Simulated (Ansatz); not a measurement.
# GeSiH6 (SMILES [SiH3][GeH3]) at 6 levels

Aim: a comparison of 6 runs (B3LYP/6-31G*, BHLYP/cc-pVDZ, wB97X/cc-pVDZ, RPA@PBE0/cc-pVDZ, MP2/cc-pVDZ, BCCD(T)/cc-pVDZ) of GeSiH6. 

The calculation is run with Ansatz 0.2.0.

48 further runs of the same task are left out: 7 that didn't finish, 41 set aside as unsound or not needed. Runs told in other sessions of the task aren't counted.

### Step 1. Starting point

GeSiH6 has 8 atoms, charge 0, and is taken as a singlet. SMILES: `[SiH3][GeH3]`. The Si1–H5 distance was set to 2.230 Å, away from the relaxed value. At this shape a bond of the SMILES string is far longer than usual.

Bond lengths: Si1–Ge2 2.378 Å, Si1–H3 1.487 Å, Si1–H4 1.487 Å, Ge2–H6 1.538 Å, Ge2–H7 1.538 Å, Ge2–H8 1.538 Å. Angles: Si1–Ge2–H6 110.6°, Si1–Ge2–H7 110.6°, Si1–Ge2–H8 110.6°, Ge2–Si1–H3 110.1°, Ge2–Si1–H4 110.1°, H6–Ge2–H7 108.3°, H6–Ge2–H8 108.3°, H7–Ge2–H8 108.3°, H3–Si1–H4 108.8°. A long bond or contact: Si1–H5 2.230 Å.

### Step 2. A single-point energy at B3LYP/6-31G(d) (spherical functions) (run 1)

The input, run.yaml:

```yaml
crystal:
  periodic: [false, false, false]
  atoms:
    - {symbol: Si, position_ang: [-0.905431, -0.177473, -0.721614]}
    - {symbol: Ge, position_ang: [0.140969, -0.957773, 1.265986]}
    - {symbol: H, position_ang: [-2.283631, 0.293227, -0.422314]}
    - {symbol: H, position_ang: [-0.979531, -1.272373, -1.724714]}
    - {symbol: H, position_ang: [0.260800, 1.514500, -1.587400]}
    - {symbol: H, position_ang: [0.230369, 0.169627, 2.307986]}
    - {symbol: H, position_ang: [1.565569, -1.454473, 0.967686]}
    - {symbol: H, position_ang: [-0.658031, -2.120173, 1.878686]}
basis:
  gaussian: {orbitals: 6-31G_st_-spherical.json}
hamiltonian: {xc: {name: B3LYP}}
accuracy: high
output: {orbitals: {seedname: orbitals}}
```

The basis set 6-31G* is read from a file made from the Basis Set Exchange's data (not shown).

On the command line:

```bash
ansatz run run.yaml --threads 1 --pin off --max-ram 3480MiB --events-out events.jsonl --progress --plain --runs-dir runs
```

Log:

```text
Warning: RAYON_NUM_THREADS=1 ignored (pool sized by the plan → 1); use --threads N
Functional definition: B3LYP
  name "B3LYP"
  parameter a0 = 0.2
  parameter ax = 0.72
  parameter ac = 0.81
  exchange = (1 - a0 - ax)*slater_x + ax*b88_x + a0*exact_x
  correlation = (1 - ac)*vwn_rpa_c + ac*lyp_c
1339 factors; integrals over basis functions are off by at most 4.8e-9 eV
mean field evaluation 1: about -64484.5790 eV, gradient 1.4e1 eV
mean field evaluation 2: about -64484.8064 eV, gradient 1.1e1 eV
mean field evaluation 4: about -64484.9289 eV, gradient 4.6e-1 eV
mean field evaluation 8: about -64485.0235 eV, gradient 8.5e-2 eV
mean field evaluation 16: about -64485.0235 eV, gradient 4.3e-6 eV
mean field -64485.02351353 eV, -2369.7809046033 hartree, gradient 3.1e-8 eV, S^2 0.000000; 0 other end points of the search recorded, 0 dependent functions left out
reference -64485.02355835 eV, -2369.7809062504 hartree; 26, 26 occupied and 36, 36 virtual orbitals, 1339 factors
Total energy: -64485.02355835 eV, -2369.7809062504 hartree
```

Run time: 5.7 s. Hardware: 1 thread of Arm Neoverse V1, shared host; peak memory 0.19 GiB.

### Step 3. A single-point energy at BHLYP/cc-pVDZ (run 2)

run.yaml, as its differences from that of step 2:

```diff
@@ -12,5 +12,5 @@
 basis:
-  gaussian: {orbitals: 6-31G_st_-spherical.json}
-hamiltonian: {xc: {name: B3LYP}}
+  gaussian: {orbitals: cc-pVDZ}
 accuracy: high
+hamiltonian: {xc: {name: BHLYP}}
 output: {orbitals: {seedname: orbitals}}
```

On the command line:

```bash
ansatz run run.yaml --threads 1 --pin off --max-ram 3480MiB --events-out events.jsonl --progress --plain --runs-dir runs
```

Log:

```text
Warning: RAYON_NUM_THREADS=1 ignored (pool sized by the plan → 1); use --threads N
Functional definition: BHLYP
  name "BHLYP"
  parameter a = 0.5
  exchange = (1 - a)*b88_x + a*exact_x
  correlation = lyp_c
1726 factors; integrals over basis functions are off by at most 4.5e-9 eV
mean field evaluation 1: about -64489.3054 eV, gradient 6.4e0 eV
mean field evaluation 2: about -64489.4819 eV, gradient 1.2e0 eV
mean field evaluation 4: about -64489.6238 eV, gradient 1.4e0 eV
mean field evaluation 8: about -64489.6345 eV, gradient 1.7e-2 eV
mean field evaluation 16: about -64489.6345 eV, gradient 1.0e-5 eV
mean field -64489.63445932 eV, -2369.9503537358 hartree, gradient 4.6e-8 eV, S^2 0.000000; 0 other end points of the search recorded, 0 dependent functions left out
reference -64489.63448924 eV, -2369.9503548354 hartree; 26, 26 occupied and 49, 49 virtual orbitals, 1726 factors
Total energy: -64489.63448924 eV, -2369.9503548354 hartree
```

Wall time 8.7 s (1 thread of Arm Neoverse V1, shared host); peak memory 0.24 GiB.

Run 3 isn't shown in full; the table further down has it.

### Step 4. The energy at RPA@PBE0/cc-pVDZ (run 4)

The input, in.yaml:

```yaml
crystal:
  periodic: [false, false, false]
  atoms:
    - symbol: Si
      position_ang: [-0.905431, -0.177473, -0.721614]
    - symbol: Ge
      position_ang: [0.140969, -0.957773, 1.265986]
    - symbol: H
      position_ang: [-2.283631, 0.293227, -0.422314]
    - symbol: H
      position_ang: [-0.979531, -1.272373, -1.724714]
    - symbol: H
      position_ang: [0.260800, 1.514500, -1.587400]
    - symbol: H
      position_ang: [0.230369, 0.169627, 2.307986]
    - symbol: H
      position_ang: [1.565569, -1.454473, 0.967686]
    - symbol: H
      position_ang: [-0.658031, -2.120173, 1.878686]
basis:
  gaussian: {orbitals: cc-pVDZ}
accuracy: high
hamiltonian: {xc: {name: PBE0}}
correlation: {method: rpa, frozen_orbitals: {Ge: 9, H: 0, Si: 5}}
```

On the command line:

```bash
ansatz run in.yaml --threads 1 --pin off --max-ram 3480MiB --events-out events.jsonl --progress --plain --runs-dir runs
```

Log, shortened:

```text
Warning: RAYON_NUM_THREADS=1 ignored (pool sized by the plan → 1); use --threads N
Functional definition: PBE0
  name "PBE0"
[...]
1726 factors; integrals over basis functions are off by at most 4.5e-9 eV
[...]
mean field -64479.81873610 eV, -2369.5896325607 hartree, gradient 3.2e-8 eV, S^2 0.000000; 0 other end points of the search recorded, 0 dependent functions left out
14 core orbitals not correlated: weight in the atoms' cores, before any rotation towards them, 1.000 or more for the frozen orbitals, at most 0.000 for the correlated occupied ones
reference -64426.90210358 eV, -2367.6449821839 hartree; 12, 12 occupied and 49, 49 virtual orbitals, 1726 factors
Total energy: -64438.70644019 eV, -2368.0787835530 hartree
```

It took 11 s on 1 thread of Arm Neoverse V1, shared host; peak memory 0.24 GiB.

Run 5 isn't shown in full; the table further down has it.

### Step 5. A single-point energy at BCCD(T)/cc-pVDZ (run 6)

The input, job.yaml:

```yaml
crystal:
  periodic: [false, false, false]
  atoms:
    - {symbol: Si, position_ang: [-0.905431, -0.177473, -0.721614]}
    - {symbol: Ge, position_ang: [0.140969, -0.957773, 1.265986]}
    - {symbol: H, position_ang: [-2.283631, 0.293227, -0.422314]}
    - {symbol: H, position_ang: [-0.979531, -1.272373, -1.724714]}
    - {symbol: H, position_ang: [0.260800, 1.514500, -1.587400]}
    - {symbol: H, position_ang: [0.230369, 0.169627, 2.307986]}
    - {symbol: H, position_ang: [1.565569, -1.454473, 0.967686]}
    - {symbol: H, position_ang: [-0.658031, -2.120173, 1.878686]}
basis:
  gaussian: {orbitals: cc-pVDZ}
correlation: {method: bccd_t, frozen_orbitals: {Ge: 9, H: 0, Si: 5}}
accuracy: high
scf: {omitted_lower_state_checks: [cluster_reference, increment]}
```

On the command line:

```bash
ansatz run job.yaml --threads 1 --pin off --max-ram 3480MiB --events-out events.jsonl --progress --plain --runs-dir runs
```

Log, shortened:

```text
Warning: RAYON_NUM_THREADS=1 ignored (pool sized by the plan → 1); use --threads N
Functional definition: HF
  name "HF"
[...]
1726 factors; integrals over basis functions are off by at most 4.5e-9 eV
[...]
mean field -64427.44119649 eV, -2367.6647934828 hartree, gradient 2.5e-8 eV, S^2 0.000000; 0 other end points of the search recorded, 0 dependent functions left out; unrestricted orbitals would lower it
14 core orbitals not correlated: weight in the atoms' cores, before any rotation towards them, 1.000 or more for the frozen orbitals, at most 0.000 for the correlated occupied ones
reference -64427.44119649 eV, -2367.6647934828 hartree; 12, 12 occupied and 49, 49 virtual orbitals, 1726 factors
second order -6.39850565 eV of doubles, -0.00000000 eV of singles
cycle   1  -7.42313348 eV  change    -1.0e0 eV  update   9.1e-2
[...]
cycle  21  -7.88427919 eV  change   9.4e-10 eV  update   1.7e-9
perturbative correction -0.24431213 eV, -0.0089783053 hartree
Total energy: -64435.56978782 eV, -2367.9635137044 hartree
Checks for a lower state left out: cluster_reference, increment
```

Wall time 12 s (1 thread of Arm Neoverse V1, shared host); peak memory 0.39 GiB.

### Step 6. Overview of the runs

```
run                               level  frozen core orbitals   energy (Eh)  wall time
  1  B3LYP/6-31G* (spherical functions)                     –  -2369.780906      5.7 s
  2                       BHLYP/cc-pVDZ                     –  -2369.950355      8.7 s
  3                       wB97X/cc-pVDZ                     –  -2370.015138       25 s
  4                    RPA@PBE0/cc-pVDZ                    14  -2368.078784       11 s
  5                         MP2/cc-pVDZ                    14  -2367.899934      3.3 s
  6                     BCCD(T)/cc-pVDZ                    14  -2367.963514       12 s
```

### Step 7. What came out

```
                                           quantity           value
                                run 6: total energy  -2367.96351 Eh
run 6: correlation energy (14 core orbitals frozen)      -298.7 mEh
                              run 6: (T) correction       -8.98 mEh
```

What this shows: Over runs 1, 2, 3 the HOMO–LUMO gap runs from 5.90 eV (B3LYP/6-31G*) to 10.46 eV (wB97X/cc-pVDZ). The two ends differ in method and basis. Totals of different functionals can't be ranked against each other. In runs 5, 6 the log says that unrestricted orbitals would lower the reference, so the values rest on an unstable closed-shell determinant (other closed-shell runs at this shape may share the fault). In runs 1, 2, 3, 5 a closed-shell determinant meets a far-stretched bond; if it breaks into open shells, such a determinant describes it badly, and no broken-symmetry solution was shown. All runs together took 66 s, the longest 25 s.
